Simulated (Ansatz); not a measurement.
# VH2: the cost of one run

Computed with Ansatz 0.2.0, driven from Python. Level of theory: DFT LDA, plane waves, PAW.

## Step 1: The system

VH2 Fm-3m: The structure is cubic, space group Fm-3m (No. 225). Conventional cell: a = 4.271 Å, b = 4.271 Å, c = 4.271 Å, α = 90.00°, β = 90.00°, γ = 90.00°. V (site symmetry m-3m) has 8 H at 1.85 Å as nearest neighbours. H (site symmetry -43m) has 4 V at 1.85 Å as nearest neighbours.

VH Fm-3m: Symmetry: Fm-3m, No. 225, cubic system. Conventional cell: a = 3.928 Å, b = 3.928 Å, c = 3.928 Å, α = 90.00°, β = 90.00°, γ = 90.00°. Around V (site symmetry m-3m) lie 6 H at 1.96 Å. H (site symmetry m-3m) is surrounded by 6 V at 1.96 Å.

V Im-3m: It takes space group Im-3m (No. 229, cubic). The conventional cell has a = 3.029 Å, b = 3.029 Å, c = 3.029 Å, α = 90.00°, β = 90.00°, γ = 90.00°. V (site symmetry m-3m) has 8 V at 2.62 Å as nearest neighbours.

H in a box: Symmetry: Pmmm, No. 47, orthorhombic system. Conventional cell: a = 9.000 Å, b = 9.500 Å, c = 10.000 Å, α = 90.00°, β = 90.00°, γ = 90.00°. H (site symmetry mm2) is surrounded by 1 H at 0.75 Å.

No structure file is read: the coordinates are typed or built in the script.

## Step 2: The code

File hull_vh2.py:

```python
'''Convex hull of a few V-H phases, after relaxing cells and atoms.'''

from collections import Counter
import warnings

import ansatz as az
import matplotlib.pyplot as plt
import numpy as np
import pandas as pd

PHASES = {
    'VH2 Fm-3m': (
        [(0.0, 2.1355, 2.1355), (2.1355, 0.0, 2.1355), (2.1355, 2.1355, 0.0)],
        [
            ('V', (0.0, 0.0, 0.0)),
            ('H', (0.25, 0.25, 0.25)),
            ('H', (0.75, 0.75, 0.75)),
        ],
    ),
    'VH Fm-3m': (
        [(0.0, 1.963754, 1.963754), (1.963754, 0.0, 1.963754), (1.963754, 1.963754, 0.0)],
        [
            ('V', (0.0, 0.0, 0.0)),
            ('H', (0.5, 0.5, 0.5)),
        ],
    ),
    'V': (
        [(-1.51435, 1.51435, 1.51435), (1.51435, -1.51435, 1.51435), (1.51435, 1.51435, -1.51435)],
        [
            ('V', (0.0, 0.0, 0.0)),
        ],
    ),
    'H2': (
        [(9.0, 0.0, 0.0), (0.0, 9.5, 0.0), (0.0, 0.0, 10.0)],
        [
            ('H', (0.5, 0.5, 0.4625)),
            ('H', (0.5, 0.5, 0.5375)),
        ],
    ),
}
MOMENTS = {'V': 1.5}  # parallel starting moments in muB


def build(vectors, sites):
    crystal = az.Crystal(lattice=az.Lattice.of(vectors))
    for symbol, position in sites:
        crystal = crystal.atom(symbol, position)
    return crystal

POLARISED = {'VH2 Fm-3m', 'VH Fm-3m', 'V'}

GASES = {'H2'}


def run_phase(name, crystal):
    calc = (
        crystal.calculation()
        .functional('lda')
        .basis(520)
        .kpoints(spacing=0.16)
        .occupations('fermi_dirac', width=0.02)
    )
    if name in POLARISED:
        calc = calc.spin('collinear')
    if name in GASES:
        return calc.kpoints(1, 1, 1).relax(force_tolerance=0.03, max_steps=60).run()
    calc = calc.relax(force_tolerance=0.03, max_steps=60, cell=True)
    return calc.run()


def counts(outcome):
    return Counter(site.symbol for site in outcome.lattice.sites)

def formation_energy(outcome, mu):
    n = counts(outcome)
    return (outcome.report['energy_sigma0_ev'] - sum(k * mu[element] for element, k in n.items())) / sum(n.values())

warnings.simplefilter('ignore')

phases = {name: build(*cell) for name, cell in PHASES.items()}
for name in ['VH2 Fm-3m', 'VH Fm-3m', 'V']:
    phases[name] = phases[name].moments({e: m for e, m in MOMENTS.items() if e in phases[name].species()})

done = {name: run_phase(name, crystal) for name, crystal in phases.items()}

# energy of one atom in its reference phase
references = {'V': 'V', 'H': 'H2'}
mu = {element: done[name].report['energy_sigma0_ev'] / len(done[name].lattice.sites) for element, name in references.items()}
points = sorted((counts(o)['H'] / len(o.lattice.sites), formation_energy(o, mu), name) for name, o in done.items())

# lower hull by a monotone chain
hull = []
for x, e, _ in points:
    while len(hull) > 1 and (hull[-1][0] - hull[-2][0]) * (e - hull[-2][1]) - (hull[-1][1] - hull[-2][1]) * (x - hull[-2][0]) <= 0:
        hull.pop()
    hull.append((x, e))
rows = [(name, x, e, e - np.interp(x, *zip(*hull))) for x, e, name in points]
print(pd.DataFrame(rows, columns=['phase', 'x(H)', 'E_form (eV/atom)', 'above hull (eV/atom)']).round(4).to_string(index=False))
print('on the hull of these phases:', ', '.join(row[0] for row in rows if row[3] < 1e-6))
stable = [row for row in rows if row[3] < 1e-6]
plt.figure(figsize=(4.5, 3.2))
plt.plot([row[1] for row in stable], [row[2] for row in stable], 'k-o')
plt.plot([row[1] for row in rows], [row[2] for row in rows], 'r.')
plt.xlabel('fraction of H')
plt.ylabel('formation energy (eV/atom)')
plt.tight_layout()
plt.savefig('hull.png', dpi=100)
```

## Step 3: The calls as engine input

The package turns the script's settings into the engine's input (first run):

```yaml
crystal:
  lattice:
    - [0.0, 2.1355, 2.1355]
    - [2.1355, 0.0, 2.1355]
    - [2.1355, 2.1355, 0.0]
  atoms:
    - { symbol: V, position: [0.0, 0.0, 0.0] }
    - { symbol: H, position: [0.25, 0.25, 0.25] }
    - { symbol: H, position: [0.75, 0.75, 0.75] }
basis:
  ecutwfc: 520.0
kpoints:
  mp_grid:
    kspacing: 0.16
hamiltonian:
  xc: lda
magnetization:
  spin_polarized: true
  per_species:
    V: 1.5
scf:
  occupations:
    method: fermi_dirac
    width: 0.02
relax:
  f_tol: 0.03
  max_steps: 60
  cell: {}
```

## Step 4: Launch

Command:

```
python hull_vh2.py
```

What time and memory should one allow on 1 thread of AMD EPYC 9R45 (Zen 5), shared host?

About 32 s, with a peak of 0.79 GiB.
